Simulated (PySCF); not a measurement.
# C₇H₁₁NO: vibronic structure

Aim: compute the vibronic structure of C₇H₁₁NO (`[H]/N=C\[C@@]12CC[C@@H](C1)OC2`).

Programs: PySCF 2.14.0, with routines of our own; each step states its level. All values are computed. Atoms count from 0.

### 1 The starting structure

20 atoms, charge 0, multiplicity 1; geometry from: GFN2-xTB.

### 2 Vibronic structure: TDDFT HF/def2-SV(P)

The job: settings as JSON, then the geometry in Å.

```
{"job": {"kind": "vib", "xc": "HF", "basis": "def2-SV(P)", "tda": false}, "charge": 0, "multiplicity": 1}
H      2.456153    -1.642937    -0.462108
N      2.766852    -1.061149     0.315271
C      1.932507    -0.217321     0.716751
C      0.552340     0.051471     0.213074
C     -0.024976    -0.927179    -0.823324
C     -1.523531    -0.558679    -0.832150
C     -1.600177     0.545515     0.235490
C     -0.570332     0.081109     1.264308
O     -1.018990     1.727710    -0.291352
C      0.377573     1.470564    -0.367204
H      2.247912     0.415151     1.544162
H      0.124858    -1.958660    -0.498861
H      0.437522    -0.800904    -1.802480
H     -2.154058    -1.405064    -0.563976
H     -1.848822    -0.171802    -1.796419
H     -2.603122     0.783313     0.585042
H     -0.785554    -0.893720     1.694132
H     -0.401890     0.814978     2.050025
H      0.717606     1.533851    -1.406134
H      0.912980     2.224430     0.222713
```

Level: TDDFT HF/def2-SV(P) vertical-gradient vibronic structure (displaced harmonic oscillators, Condon), gas phase.

Run with:

```bash
$ OMP_NUM_THREADS=1 python excited_run.py task.json out
```

This one command runs all jobs of the session in turn.

Output:

```text
final grid: 73752 points
cycle   1  E = -400.2544683132  dE =  2.604e+00  |g| = 7.528e-01  |ddm| = 4.607e+00
cycle   2  E = -400.3790011032  dE = -1.245e-01  |g| = 4.373e-01  |ddm| = 1.288e+00
cycle   3  E = -400.4182698972  dE = -3.927e-02  |g| = 9.843e-02  |ddm| = 5.758e-01
cycle   4  E = -400.4215334261  dE = -3.264e-03  |g| = 2.237e-02  |ddm| = 1.928e-01
cycle   5  E = -400.4216932404  dE = -1.598e-04  |g| = 6.747e-03  |ddm| = 5.026e-02
cycle   6  E = -400.4217217179  dE = -2.848e-05  |g| = 3.692e-03  |ddm| = 1.954e-02
cycle   7  E = -400.4217287296  dE = -7.012e-06  |g| = 1.108e-03  |ddm| = 1.204e-02
cycle   8  E = -400.4217296358  dE = -9.062e-07  |g| = 4.044e-04  |ddm| = 3.557e-03
cycle   9  E = -400.4217297313  dE = -9.556e-08  |g| = 9.263e-05  |ddm| = 1.265e-03
cycle  10  E = -400.4217297363  dE = -4.963e-09  |g| = 3.048e-05  |ddm| = 2.544e-04
cycle  11  E = -400.4217297368  dE = -4.814e-10  |g| = 9.096e-06  |ddm| = 7.721e-05
converged SCF energy = -400.4217297368

Singlet excitations (eV, f): 5.920 (0.0038)  8.843 (0.4235)  9.853 (0.0407)  10.138 (0.0015)  10.342 (0.0218)  10.507 (0.0064)

State S1  5.9198 eV  f = 0.00375  H-1->L 0.68, H->L 0.20
  relaxed dipole 2.248 D, largest gradient of the excitation energy 0.0969 Eh/bohr
  mode    cm-1        S   lambda/meV  Raman
   38   1349.6    1.7221     288.2   1.000
   28   1170.0    1.3255     192.3   0.578
   43   1742.2    0.7917     171.0   0.766
   34   1254.5    0.5875      91.4   0.295
   26   1132.9    0.3309      46.5   0.135
   25   1121.0    0.2949      41.0   0.118
   31   1224.3    0.1527      23.2   0.073
   27   1149.9    0.1557      22.2   0.066
   33   1248.3    0.1055      16.3   0.052
    3    208.0    0.6245      16.1   0.009
   36   1299.0    0.0791      12.7   0.043
    8    463.3    0.1848      10.6   0.013
  reorganisation energy 0.9703 eV, total S 7.175, 0-0 4.9495 eV
  absorption maximum 5.780 eV, width 0.943 eV

State S2  8.8435 eV  f = 0.42347  H-2->L 0.72, H-3->L 0.11
  relaxed dipole 1.922 D, largest gradient of the excitation energy 0.1787 Eh/bohr
  mode    cm-1        S   lambda/meV  Raman
   43   1742.2    5.4638    1180.2   1.000
    7    430.3    0.2927      15.6   0.003
   37   1320.9    0.0443       7.2   0.005
   28   1170.0    0.0348       5.0   0.003
    3    208.0    0.1763       4.5   0.000
   32   1233.6    0.0238       3.6   0.002
    8    463.3    0.0600       3.4   0.001
   38   1349.6    0.0185       3.1   0.002
   47   2988.5    0.0077       2.9   0.004
   27   1149.9    0.0196       2.8   0.002
    1     68.5    0.3068       2.6   0.000
   36   1299.0    0.0161       2.6   0.002
  reorganisation energy 1.2532 eV, total S 6.707, 0-0 7.5903 eV

State S3  9.8530 eV  f = 0.04073  H-1->L+2 0.27, H-1->L+3 0.11, H-1->L+4 0.10
  relaxed dipole 4.787 D, largest gradient of the excitation energy 0.1028 Eh/bohr
  mode    cm-1        S   lambda/meV  Raman
   54   3319.8    1.1562     475.9   1.000
   38   1349.6    1.9124     320.0   0.273
   28   1170.0    2.1664     314.2   0.233
   34   1254.5    1.2161     189.1   0.150
    3    208.0    3.5912      92.6   0.012
   26   1132.9    0.3868      54.3   0.039
   43   1742.2    0.2347      50.7   0.056
   25   1121.0    0.3531      49.1   0.035
    2    163.4    1.5443      31.3   0.003
   10    651.5    0.3542      28.6   0.012
   33   1248.3    0.1454      22.5   0.018
   31   1224.3    0.1483      22.5   0.017
  reorganisation energy 1.7605 eV, total S 15.679, 0-0 8.0925 eV

State T1  4.4963 eV  f = 0.00000  H-2->L 0.59, H-3->L 0.20
  relaxed dipole 2.006 D, largest gradient of the excitation energy 0.1984 Eh/bohr
  mode    cm-1        S   lambda/meV  Raman
   43   1742.2    6.8727    1484.5   1.000
   28   1170.0    0.0953      13.8   0.006
   38   1349.6    0.0818      13.7   0.007
    8    463.3    0.2083      12.0   0.002
    3    208.0    0.4136      10.7   0.001
    7    430.3    0.1972      10.5   0.002
   47   2988.5    0.0210       7.8   0.009
   10    651.5    0.0822       6.6   0.002
   54   3319.8    0.0086       3.5   0.005
    2    163.4    0.1523       3.1   0.000
    1     68.5    0.2953       2.5   0.000
   13    813.2    0.0209       2.1   0.001
  reorganisation energy 1.5821 eV, total S 8.591, 0-0 2.9142 eV
```

It took 30 s on 1 thread of Arm Neoverse V2, shared host; peak memory 0.75 GiB.

The fields below are evaluated on a grid from the run's orbitals.

Frontier orbitals at HF/def2-SV(P), with the share of their density that lies nearest to each atom:

```tsv
orbital	energy (eV)	lies on
HOMO	-11.15	O8 32 %; N1 14 %; C5, C6, C7 about 7 % each
LUMO	4.38	C2 33 %; N1 31 %; H10 9 %
```

ELF in a plane through or near 7 of the atoms.

Ten even steps from '0' (0.00) to '9' (1.00):
```
0000000000000000000000000000
0000000000000000000000000000
0000000000000000000000000000
0000000000000000000000000000
0000000000000000000000000000
0000005862000000110000000000
0000018996000000121135400000
0000006997112200344689810000
0000102653763641422799710000
0014655622968241434554100000
0047996874763750599710000000
0058992462148866623420000000
0025678984025228824641000000
0001138997047656657741000000
0000018993048873135530000000
0000001300024430000000000000
0000000000000100000000000000
0000000000000000000000000000
0000000000000000000000000000
0000000000000000000000000000
```
The map spans 11.0 Å across and 9.2 Å up, centred on the molecule. Atoms in the plane (x, y in Å): H0 (-2.6, -1.5), N1 (-2.9, -0.6), C2 (-2.0, 0.3), C3 (-0.6, 0.2), C4 (0.0, -1.2), C5 (1.5, -1.0), C6 (1.6, 0.5).

On the surface of density 0.002 e/bohr³ the electrostatic potential runs, from the 1st to the 99th percentile, from -2.03 V near N1 to 1.30 V near H0.

### 3 Vibronic structure: TDDFT B97-D/def2-SV(P)

The job: settings as JSON, then the geometry in Å.

```
{"job": {"kind": "vib", "xc": "B97-D", "basis": "def2-SV(P)", "tda": false, "nbright": 1, "scf": {"max_cycle": 92}, "maxiter": 30}, "charge": 0, "multiplicity": 1}
H      2.210538    -1.478643    -0.415897
N      2.490167    -0.955034     0.283744
C      1.739256    -0.195589     0.645076
C      0.497106     0.046324     0.191767
C     -0.022478    -0.834461    -0.740992
C     -1.371178    -0.502811    -0.748935
C     -1.440159     0.490964     0.211941
C     -0.513299     0.072998     1.137877
O     -0.917091     1.554939    -0.262217
C      0.339816     1.323508    -0.330484
H      2.023121     0.373636     1.389746
H      0.112372    -1.762794    -0.448975
H      0.393770    -0.720814    -1.622232
H     -1.938652    -1.264558    -0.507578
H     -1.663940    -0.154622    -1.616777
H     -2.342810     0.704982     0.526538
H     -0.706999    -0.804348     1.524719
H     -0.361701     0.733480     1.845023
H      0.645845     1.380466    -1.265521
H      0.821682     2.001987     0.200442
```

Level: TDDFT B97-D/def2-SV(P) vertical-gradient vibronic structure (displaced harmonic oscillators, Condon), gas phase.

Output:

```text
final grid: 73752 points
cycle   1  E = -402.0841760983  dE =  3.748e+00  |g| = 9.558e-01  |ddm| = 8.962e+00
cycle   2  E = -401.8415401988  dE =  2.426e-01  |g| = 1.444e+00  |ddm| = 5.289e+00
cycle   3  E = -402.2987632479  dE = -4.572e-01  |g| = 1.637e-01  |ddm| = 4.291e+00
cycle   4  E = -402.3037892502  dE = -5.026e-03  |g| = 5.116e-02  |ddm| = 4.377e-01
cycle   5  E = -402.3043200592  dE = -5.308e-04  |g| = 1.613e-02  |ddm| = 1.266e-01
cycle   6  E = -402.3043657617  dE = -4.570e-05  |g| = 6.167e-03  |ddm| = 4.196e-02
cycle   7  E = -402.3043732752  dE = -7.513e-06  |g| = 1.132e-03  |ddm| = 9.615e-03
cycle   8  E = -402.3043735360  dE = -2.608e-07  |g| = 5.159e-04  |ddm| = 3.036e-03
cycle   9  E = -402.3043735912  dE = -5.518e-08  |g| = 1.229e-04  |ddm| = 8.601e-04
cycle  10  E = -402.3043735942  dE = -3.001e-09  |g| = 2.679e-05  |ddm| = 2.199e-04
cycle  11  E = -402.3043735943  dE = -1.177e-10  |g| = 1.256e-05  |ddm| = 6.530e-05
converged SCF energy = -402.3043735943

Singlet excitations (eV, f): 5.751 (0.0023)  5.983 (0.0049)  6.540 (0.0065)  6.713 (0.0110)  7.147 (0.0034)  7.365 (0.0018)

State S1  5.7509 eV  f = 0.00230  H-1->L 0.90, H->L 0.10
  relaxed dipole 9.848 D, largest gradient of the excitation energy 0.1043 Eh/bohr
  mode    cm-1        S   lambda/meV  Raman
   43   1742.2    1.2362     267.0   1.000
    2    163.4    4.9554     100.4   0.035
    8    463.3    1.6450      94.5   0.094
    5    358.2    1.4615      64.9   0.050
   31   1224.3    0.3207      48.7   0.128
   16    947.0    0.3976      46.7   0.095
   38   1349.6    0.2583      43.2   0.125
   10    651.5    0.4913      39.7   0.056
   35   1282.3    0.2335      37.1   0.102
    6    412.5    0.7005      35.8   0.032
   36   1299.0    0.2031      32.7   0.091
   12    786.8    0.3183      31.1   0.053
  reorganisation energy 1.0891 eV, total S 16.341, 0-0 4.6618 eV
  absorption maximum 5.696 eV, width 0.891 eV

State S4  6.7129 eV  f = 0.01102  H-1->L+1 1.00
  relaxed dipole 4.186 D, largest gradient of the excitation energy 0.0371 Eh/bohr
  mode    cm-1        S   lambda/meV  Raman
   35   1282.3    0.2390      38.0   1.000
   37   1320.9    0.1719      28.1   0.763
   36   1299.0    0.1649      26.6   0.708
   16    947.0    0.2198      25.8   0.502
   14    851.3    0.2348      24.8   0.433
    9    567.8    0.3375      23.8   0.277
   31   1224.3    0.1477      22.4   0.563
   23   1076.7    0.1632      21.8   0.481
   26   1132.9    0.1141      16.0   0.372
   33   1248.3    0.0967      15.0   0.383
   13    813.2    0.1107      11.2   0.186
   30   1219.4    0.0733      11.1   0.278
  reorganisation energy 0.3729 eV, total S 3.471, 0-0 6.3400 eV
  absorption maximum 6.646 eV, width 0.498 eV

State T1  5.0949 eV  f = 0.00000  H->L 0.98
  relaxed dipole 1.490 D, largest gradient of the excitation energy 0.0999 Eh/bohr
  mode    cm-1        S   lambda/meV  Raman
   43   1742.2    0.9523     205.7   1.000
   28   1170.0    1.0394     150.8   0.492
   38   1349.6    0.8919     149.2   0.562
   34   1254.5    0.3032      47.2   0.165
    3    208.0    1.4972      38.6   0.022
   26   1132.9    0.2514      35.3   0.112
   25   1121.0    0.2287      31.8   0.099
   31   1224.3    0.1470      22.3   0.076
    8    463.3    0.3590      20.6   0.027
   27   1149.9    0.0895      12.8   0.041
   33   1248.3    0.0785      12.1   0.042
    2    163.4    0.5860      11.9   0.005
  reorganisation energy 0.7930 eV, total S 6.883, 0-0 4.3019 eV
  absorption maximum 5.028 eV, width 0.852 eV
```

Run time: 44 s. Hardware: 1 thread of Arm Neoverse V2, shared host; peak memory 0.69 GiB.

All coordinates were scaled by 0.9, so these values belong to a distorted geometry and are kept out of the summary.

### 4 Outcome

| quantity | value |
| --- | --- |
| S1: vertical, reorganisation, 0-0, total S (step 2, TDDFT HF/def2-SV(P), modes from GFN2-xTB) | 5.92, 0.97, 4.95 eV; 7.2 |
| S2: vertical, reorganisation, 0-0, total S (step 2, TDDFT HF/def2-SV(P), modes from GFN2-xTB) | 8.84, 1.25, 7.59 eV; 6.7 |
| S3: vertical, reorganisation, 0-0, total S (step 2, TDDFT HF/def2-SV(P), modes from GFN2-xTB) | 9.85, 1.76, 8.09 eV; 15.7 |
| surface potential, 1st and 99th percentile | -2.03 V and 1.30 V |
| runs | 0 failed, 1 ended on unsound input |

**Reading.** In step 2 the harmonic model is doubtful. Where the total S runs above about 15, the geometry moves far on excitation and the harmonic model is stretched, so its 0-0 value is in doubt. The vibronic model keeps the ground-state modes (from xTB) and shifts them along the gradient alone, so it can miss much of the relaxation that a full optimisation finds.
